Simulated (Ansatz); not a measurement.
# CH5BN2O: a ladder of functionals and wavefunction methods

Aim: compute CH5BN2O with functionals from several rungs and with coupled cluster. The yardstick is the atomisation energy at the CCSD(T) limit.

Computed with Ansatz 0.2.0, Gaussian basis. Level: functionals in def2-TZVPP, the program's frozen cores in correlated methods.

The runs, in order: LDA (SPW92), PBE-D4, revPBE-D4, BLYP-D4, r2SCAN-D4, B97M-V, PBE0-D4, B3LYP-D4, r2SCANh-D4, r2SCAN0-D4, HSE06-D4, BHLYP-D4, CAM-B3LYP-D4, LC-ωPBE, ωB97X-V, ωB97M-V, B2PLYP, PBE-QIDH; CCSD(T)/def2-SVP; CCSD(T)/def2-TZVPP; MP2/def2-QZVPP; extrapolation to the limit; RPA on PBE.

## 1. The relaxed structure

An earlier PBE0-D4 in a triple-zeta def2 set relaxation fixed the geometry.

SMILES `N=C(N)BO`, 10 atoms, charge 0, spin multiplicity 1.

Atoms are counted from 1 here; the program's logs count them from 0.

Bond lengths: N1–C2 1.280 Å, N1–H6 1.017 Å, C2–N3 1.368 Å, C2–B4 1.581 Å, N3–H7 1.007 Å, N3–H8 1.003 Å, B4–O5 1.347 Å, B4–H9 1.204 Å, O5–H10 0.960 Å. Angles: C2–N1–H6 109.5°, N1–C2–N3 119.9°, N1–C2–B4 124.2°, N3–C2–B4 115.9°, C2–N3–H7 117.4°, C2–N3–H8 119.2°, H7–N3–H8 117.3°, C2–B4–O5 116.9°, C2–B4–H9 122.5°, O5–B4–H9 120.6°, B4–O5–H10 114.0°.

## 2. LDA

This LDA is Slater exchange with PW92 correlation.

in.yaml

```yaml
crystal:
  periodic: [false, false, false]
  atoms:
    - {symbol: N, position_ang: [-1.544683, -0.061184, -0.719965]}
    - {symbol: C, position_ang: [-0.479226, -0.358007, -0.074912]}
    - {symbol: N, position_ang: [-0.356283, -1.588751, 0.510535]}
    - {symbol: B, position_ang: [0.735355, 0.631553, 0.136898]}
    - {symbol: O, position_ang: [0.595159, 1.880940, -0.347446]}
    - {symbol: H, position_ang: [-1.487450, 0.900728, -1.044426]}
    - {symbol: H, position_ang: [-1.043815, -2.285566, 0.272892]}
    - {symbol: H, position_ang: [0.553241, -1.913462, 0.781659]}
    - {symbol: H, position_ang: [1.751308, 0.299646, 0.691182]}
    - {symbol: H, position_ang: [1.359495, 2.442904, -0.203618]}
basis:
  gaussian: {orbitals: def2-TZVPP}
hamiltonian: {xc: lda}
output: {orbitals: {seedname: orbitals}}
```

Further steps of the session: PBE-D4 (GGA); revPBE-D4 (GGA); BLYP-D4 (GGA); r2SCAN-D4 (meta-GGA); B97M-V (meta-GGA); PBE0-D4 (hybrid); B3LYP-D4 (hybrid); r2SCANh-D4 (hybrid); r2SCAN0-D4 (hybrid); HSE06-D4 (hybrid); BHLYP-D4 (hybrid); CAM-B3LYP-D4 (range-separated); LC-ωPBE (range-separated); ωB97X-V (range-separated); ωB97M-V (range-separated); B2PLYP (double hybrid); PBE-QIDH (double hybrid); CCSD(T) in def2-SVP; CCSD(T) in def2-TZVPP; MP2 in def2-QZVPP; RPA on PBE orbitals.

**Question.** What will the summary of the whole plan be? Wanted: atomisation energy, CCSD(T)/CBS; farthest beyond LDA; mean size of error, GGA; mean size of error, meta-GGA; mean size of error, hybrid; mean size of error, range-separated; mean size of error, double hybrid; gap, smallest and largest; T1 diagnostic.

The runs gave:

| quantity | value |
| --- | --- |
| atomisation energy, CCSD(T)/CBS | 3953.6 kJ/mol |
| functionals within 19.8 kJ/mol (0.5 %) | r2SCAN-D4, B97M-V, LC-ωPBE, B2PLYP |
| farthest beyond LDA | PBE-D4 (+160.0 kJ/mol) |
| mean size of error, GGA | 89.8 kJ/mol |
| mean size of error, meta-GGA | 18.2 kJ/mol |
| mean size of error, hybrid | 57.3 kJ/mol |
| mean size of error, range-separated | 33.9 kJ/mol |
| mean size of error, double hybrid | 20.4 kJ/mol |
| gap, smallest and largest | 3.20 eV (LDA (SPW92)), 10.55 eV (LC-ωPBE) |
| T1 diagnostic | 0.0145 |
| triples share of the correlation energy | 4.1 % |

**Reading.** LDA overbinds by 688.3 kJ/mol (17 %). PBE-D4 misses by +160.0 kJ/mol. Double hybrids carry the basis error of their MP2 part in triple zeta, and no dispersion term here, so their miss is partly the set-up's. By mean error the best rung here is meta-GGA (18.2 kJ/mol) and the worst beyond LDA is GGA (89.8 kJ/mol). The gap between the best rungs is small, so their order is not settled. Misses under about 19.8 kJ/mol are within the doubt on the reference itself, which lacks core-valence correlation, relativity and higher excitations. Hartree-Fock recovers 68 % of the binding; the rest is correlation. CCSD(T) in def2-SVP is off by -236.7 kJ/mol, which most functionals beat. Orbital gaps span 3.2 to 10.5 eV; exact exchange widens them.
